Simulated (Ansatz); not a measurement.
A nudged elastic band was laid between two geometries of a periodic cell of 63 atoms, AlSi62 (host Si, host structure diamond, dopant Al, one Si atom removed), cell charge -1.

Level of theory: DFT PBE-D3(BJ), scalar-relativistic, plane waves, PAW (Ansatz). Settings: PAW set soft_1, cutoff 420 eV, k mesh 1x1x1, gaussian smearing 0.05 eV, no spin polarisation.

```json
{
  "movable images": "5",
  "climbing image": "yes",
  "spring": "5.0 eV/Å²",
  "optimiser": "quadratic models (default)",
  "start path": "IDPP",
  "force threshold": "0.05 eV/Å",
  "iteration limit": "80",
  "end points": "relaxed"
}
```

Initial state:

```xyz
63
Lattice="10.8600 0.0000 0.0000 0.0000 10.8600 0.0000 0.0000 0.0000 10.8600" Properties=species:S:1:pos:R:3
Si 5.455 -0.040 -0.025
Si 6.784 1.339 1.347
Si 8.164 2.695 -0.003
Si 9.510 4.067 1.354
Si 8.154 0.007 2.718
Si 9.470 1.421 4.133
Si 0.020 -0.020 0.010
Si 1.355 1.363 1.377
Si 2.738 2.698 0.010
Si 4.094 4.076 1.336
Si 5.514 5.380 -0.083
Si 6.820 6.758 1.311
Si 8.197 8.065 -0.082
Si 9.502 9.484 1.337
Si 2.722 -0.004 2.708
Si 4.053 1.363 4.075
Si 5.420 2.698 2.692
Si 6.774 4.056 4.048
Si 8.155 5.422 2.709
Si 9.522 6.803 4.047
Si 5.420 -0.020 5.410
Si 6.774 1.335 6.768
Si 8.102 2.813 5.526
Al 9.090 4.485 7.199
Si 8.155 -0.003 8.134
Si 9.522 1.334 9.515
Si 0.023 5.414 -0.003
Si 1.379 6.794 1.347
Si 2.758 8.123 -0.025
Si 4.083 9.494 1.347
Si -0.010 2.727 2.741
Si 1.296 4.108 4.134
Si 2.710 5.423 2.719
Si 4.082 6.793 4.050
Si 5.455 8.123 2.673
Si 6.784 9.496 4.051
Si -0.010 0.029 5.440
Si 1.297 1.421 6.820
Si 2.689 2.728 5.440
Si 4.077 4.067 6.780
Si 5.433 5.414 5.408
Si 6.929 6.649 6.762
Si 8.164 8.145 5.407
Si 9.510 9.501 6.779
Si 2.710 0.007 8.135
Si 4.083 1.338 9.506
Si 5.433 2.695 8.126
Si 6.929 4.050 9.362
Si 9.528 6.651 9.364
Si 0.020 8.157 2.692
Si 1.355 9.525 4.075
Si -0.097 5.475 5.528
Si 1.384 6.804 6.768
Si 2.738 8.158 5.410
Si 4.093 9.484 6.788
Si -0.096 2.814 8.187
Si 1.383 4.056 9.515
Si 2.721 5.423 8.134
Si 4.119 6.758 9.470
Si 5.513 8.065 8.093
Si 6.820 9.459 9.470
Si 0.023 8.145 8.126
Si 1.380 9.495 9.506
```

Final state:

```xyz
63
Lattice="10.8600 0.0000 0.0000 0.0000 10.8600 0.0000 0.0000 0.0000 10.8600" Properties=species:S:1:pos:R:3
Si 5.437 -0.023 -0.007
Si 6.771 1.344 1.377
Si 8.130 2.697 0.022
Si 9.497 4.078 1.360
Si 8.148 0.018 2.733
Si 9.455 1.435 4.150
Si 0.006 0.006 0.019
Si 1.337 1.378 1.395
Si 2.709 2.709 0.019
Si 4.079 4.080 1.351
Si 5.493 5.394 -0.063
Si 6.801 6.774 1.328
Si 8.181 8.082 -0.063
Si 9.495 9.496 1.351
Si 2.709 0.006 2.721
Si 4.035 1.378 4.093
Si 5.411 2.709 2.721
Si 6.768 4.087 4.071
Si 8.141 5.434 2.715
Si 9.488 6.807 4.071
Si 5.411 0.006 5.424
Si 6.768 1.356 6.802
Si 8.124 2.849 5.564
Al 8.562 5.013 7.728
Si 8.141 0.000 8.149
Si 9.488 1.356 9.522
Si 0.018 5.445 0.022
Si 1.371 6.804 1.377
Si 2.738 8.138 -0.007
Si 4.070 9.505 1.360
Si -0.028 2.743 2.757
Si 1.280 4.120 4.150
Si 2.697 5.427 2.733
Si 4.053 6.804 4.059
Si 5.437 8.138 2.692
Si 6.771 9.522 4.059
Si -0.028 0.042 5.458
Si 1.280 1.435 6.835
Si 2.673 2.743 5.458
Si 4.070 4.078 6.793
Si 5.408 5.445 5.412
Si 6.885 6.690 6.739
Si 8.130 8.167 5.412
Si 9.497 9.505 6.793
Si 2.697 0.018 8.142
Si 4.053 1.344 9.519
Si 5.408 2.697 8.160
Si 6.885 4.024 9.405
Si 9.551 6.690 9.405
Si 0.006 8.164 2.721
Si 1.337 9.540 4.093
Si -0.134 5.451 5.564
Si 1.359 6.807 6.802
Si 2.709 8.164 5.424
Si 4.079 9.496 6.795
Si -0.134 2.849 8.166
Si 1.359 4.087 9.522
Si 2.715 5.434 8.149
Si 4.102 6.774 9.489
Si 5.493 8.082 8.109
Si 6.801 9.473 9.489
Si 0.018 8.167 8.160
Si 1.371 9.522 9.519
```

Q: What changes between the two ends?

A: The atom that moves furthest is Al24, by 0.91 Å.

Q: Give the energies along the band, and the barrier.

A: The run converged. The highest image is number 3 of 0 to 6, 0.089 eV above the ends, which have the same energy within 2 meV. By the program's own check the climbing image is a first-order saddle point (lowest curvatures found: -1.09 and 0.27 eV/Å²). Limits of this set-up: coarse k mesh, charged cell in a uniform background, uncorrected.

| image | path coordinate (Å) | energy (eV) |
| --- | --- | --- |
| 0 | 0.00 | 0.000 |
| 1 | 0.19 | 0.023 |
| 2 | 0.38 | 0.074 |
| 3 | 0.57 | 0.089 |
| 4 | 0.74 | 0.067 |
| 5 | 0.92 | 0.017 |
| 6 | 1.09 | 0.001 |

Q: What is the geometry of the highest image?

A: 
```xyz
63
Lattice="10.8600 0.0000 0.0000 0.0000 10.8600 0.0000 0.0000 0.0000 10.8600" Properties=species:S:1:pos:R:3
Si 5.450 -0.035 -0.016
Si 6.765 1.348 1.365
Si 8.146 2.692 0.007
Si 9.505 4.074 1.352
Si 8.145 -0.007 2.700
Si 9.467 1.399 4.109
Si 0.015 -0.011 0.021
Si 1.348 1.372 1.389
Si 2.736 2.686 0.007
Si 4.085 4.074 1.340
Si 5.509 5.381 -0.090
Si 6.811 6.762 1.306
Si 8.198 8.034 -0.116
Si 9.491 9.463 1.320
Si 2.717 0.002 2.716
Si 4.037 1.374 4.088
Si 5.408 2.711 2.715
Si 6.776 4.073 4.060
Si 8.149 5.430 2.706
Si 9.503 6.802 4.062
Si 5.410 -0.004 5.416
Si 6.773 1.344 6.785
Si 8.128 2.801 5.513
Al 8.928 4.780 7.590
Si 8.151 -0.003 8.144
Si 9.508 1.339 9.527
Si 0.038 5.436 0.022
Si 1.375 6.813 1.377
Si 2.751 8.130 -0.015
Si 4.078 9.500 1.355
Si -0.019 2.738 2.745
Si 1.262 4.122 4.157
Si 2.698 5.422 2.731
Si 4.080 6.788 4.046
Si 5.450 8.128 2.676
Si 6.772 9.509 4.052
Si -0.021 0.037 5.451
Si 1.246 1.464 6.837
Si 2.666 2.739 5.450
Si 4.067 4.071 6.786
Si 5.424 5.428 5.416
Si 6.893 6.683 6.763
Si 8.146 8.157 5.408
Si 9.506 9.502 6.789
Si 2.685 0.035 8.130
Si 4.081 1.334 9.500
Si 5.428 2.703 8.141
Si 6.933 4.042 9.355
Si 9.577 6.635 9.350
Si 0.006 8.167 2.716
Si 1.346 9.536 4.088
Si -0.155 5.465 5.580
Si 1.368 6.811 6.785
Si 2.728 8.150 5.400
Si 4.065 9.502 6.784
Si -0.159 2.873 8.204
Si 1.377 4.068 9.533
Si 2.712 5.427 8.142
Si 4.107 6.763 9.478
Si 5.480 8.090 8.102
Si 6.812 9.460 9.477
Si 0.033 8.167 8.150
Si 1.382 9.519 9.518
```

Run time: 4.9 min on 4 threads of Arm Neoverse V2 (shared host), peak memory 3.7 GiB.
